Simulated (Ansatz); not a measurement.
# AsBCl3H3: small, medium and large basis sets

Aim: see how fast density functionals converge with the basis set for AsBCl3H3.

The runs use Ansatz 0.2.0, Gaussian basis; one geometry, several basis sets.

Levels to be run: PBE0-D4/def2-SVP; ωB97M-V/def2-SVP; PBE0-D4/def2-QZVPP; ωB97M-V/def2-QZVPP; the functionals' def2-TZVPP values are taken from earlier runs.

### Step 1. Structure used throughout

An earlier PBE0-D4 in a triple-zeta def2 set relaxation fixed the geometry.

SMILES `Cl[B-](Cl)(Cl)[AsH3+]`, 8 atoms, charge 0, spin multiplicity 1.

Atoms are counted from 1 here; the program's logs count them from 0.

Bond lengths: Cl1–B2 1.814 Å, B2–Cl3 1.814 Å, B2–Cl4 1.814 Å, B2–As5 2.148 Å, As5–H6 1.503 Å, As5–H7 1.503 Å, As5–H8 1.503 Å. Angles: Cl1–B2–Cl3 114.6°, Cl1–B2–Cl4 114.6°, Cl1–B2–As5 103.7°, Cl3–B2–Cl4 114.6°, Cl3–B2–As5 103.7°, Cl4–B2–As5 103.7°, B2–As5–H6 116.7°, B2–As5–H7 116.7°, B2–As5–H8 116.7°, H6–As5–H7 101.4°, H6–As5–H8 101.4°, H7–As5–H8 101.4°.

### Step 2. PBE0-D4 in def2-SVP

in.yaml reads:

```yaml
crystal:
  periodic: [false, false, false]
  atoms:
    - {symbol: Cl, position_ang: [-1.525241, -1.674440, 0.709764]}
    - {symbol: B, position_ang: [0.059099, -1.172051, -0.017906]}
    - {symbol: Cl, position_ang: [1.511492, -1.553244, 1.000544]}
    - {symbol: Cl, position_ang: [0.243707, -1.577948, -1.776709]}
    - {symbol: As, position_ang: [-0.028587, 0.974243, 0.002445]}
    - {symbol: H, position_ang: [-0.184424, 1.631205, 1.345269]}
    - {symbol: H, position_ang: [-1.148599, 1.611440, -0.771230]}
    - {symbol: H, position_ang: [1.164653, 1.703795, -0.547975]}
basis:
  gaussian: {orbitals: def2-SVP}
hamiltonian: {xc: pbe0, dispersion: d4}
output: {orbitals: {seedname: orbitals}}
```

On the command line:

```bash
$ ansatz run in.yaml --threads 4 --pin off --events-out ev --progress --plain --max-ram 10444MiB
```

Further steps of the session: ωB97M-V in def2-SVP; PBE0-D4 in def2-QZVPP; ωB97M-V in def2-QZVPP.

Before running them: what should the planned runs give, taken together? Wanted: PBE0-D4: double and triple zeta above quadruple; ωB97M-V: double and triple zeta above quadruple.

**Answer**, as computed:

| quantity | value |
| --- | --- |
| PBE0-D4: double and triple zeta above quadruple | 23.47, 2.44 eV |
| ωB97M-V: double and triple zeta above quadruple | 23.24, 2.36 eV |

PBE0-D4 gains 21.02 eV from double to triple zeta, then 2.44 eV more. Total energies overstate the basis error of differences, where much of it tends to cancel. The LUMO of ωB97M-V is positive and keeps falling with the basis (1.90 to 0.82 eV): an unbound level that the basis holds in place.
